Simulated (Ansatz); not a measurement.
# F6Se: the cost of one run

Computed with Ansatz 0.2.0, Gaussian basis. Level: unrestricted cation, the program's frozen cores in correlated methods.

Plan: UKS PBE-D4/def2-TZVPP; UKS r2SCAN-D4/def2-TZVPP; UKS PBE0-D4/def2-TZVPP; UKS B3LYP-D4/def2-TZVPP; UKS wB97X-V/def2-TZVPP; UKS wB97M-V/def2-TZVPP; UKS B2PLYP/def2-TZVPP; UHF-CCSD(T)/def2-TZVPP; UHF-MP2/def2-QZVPP; extrapolation to the limit; then −ε(HOMO) from the neutral's earlier runs with LDA (SPW92), PBE-D4, revPBE-D4, BLYP-D4, r2SCAN-D4, B97M-V, PBE0-D4, B3LYP-D4, r2SCANh-D4, r2SCAN0-D4, HSE06-D4, BHLYP-D4, CAM-B3LYP-D4, LC-ωPBE, ωB97X-V, ωB97M-V.

## (1) Structure used throughout

All runs share one geometry, relaxed beforehand with PBE0-D4 in a triple-zeta def2 set.

SMILES `F[Se](F)(F)(F)(F)F`, 7 atoms, charge 0, spin multiplicity 1.

Atoms are counted from 1 here; the program's logs count them from 0.

Bond lengths: F1–Se2 1.689 Å, Se2–F3 1.689 Å, Se2–F4 1.689 Å, Se2–F5 1.689 Å, Se2–F6 1.689 Å, Se2–F7 1.689 Å. Angles: F1–Se2–F3 90.0°, F1–Se2–F4 90.0°, F1–Se2–F5 90.0°, F1–Se2–F6 180.0°, F1–Se2–F7 90.0°, F3–Se2–F4 90.0°, F3–Se2–F5 180.0°, F3–Se2–F6 90.0°, F3–Se2–F7 90.0°, F4–Se2–F5 90.0°, F4–Se2–F6 90.0°, F4–Se2–F7 180.0°, F5–Se2–F6 90.0°, F5–Se2–F7 90.0°, F6–Se2–F7 90.0°.

## (2) Cation, UKS PBE-D4/def2-TZVPP

Contents of in.yaml:

```yaml
crystal:
  periodic: [false, false, false]
  atoms:
    - {symbol: F, position_ang: [-0.496639, -1.587683, -0.291277]}
    - {symbol: Se, position_ang: [0.000002, -0.000001, 0.000001]}
    - {symbol: F, position_ang: [1.393225, -0.575518, 0.761537]}
    - {symbol: F, position_ang: [-0.815157, -0.016346, 1.479014]}
    - {symbol: F, position_ang: [-1.393232, 0.575519, -0.761514]}
    - {symbol: F, position_ang: [0.496642, 1.587685, 0.291256]}
    - {symbol: F, position_ang: [0.815167, 0.016335, -1.479007]}
basis:
  gaussian: {orbitals: def2-TZVPP}
total_charge: 1
magnetization: {spin_polarized: true, initial_magnetization: 1}
hamiltonian: {xc: pbe, dispersion: d4}
```

Command:

```console
$ ansatz run in.yaml --threads 2 --pin off --events-out ev --progress --plain --max-ram 20480MiB --backend cpu
```

What time and memory should one allow on 2 threads of AMD EPYC 7R13, shared host?

About 48 s, with a peak of 0.77 GiB.
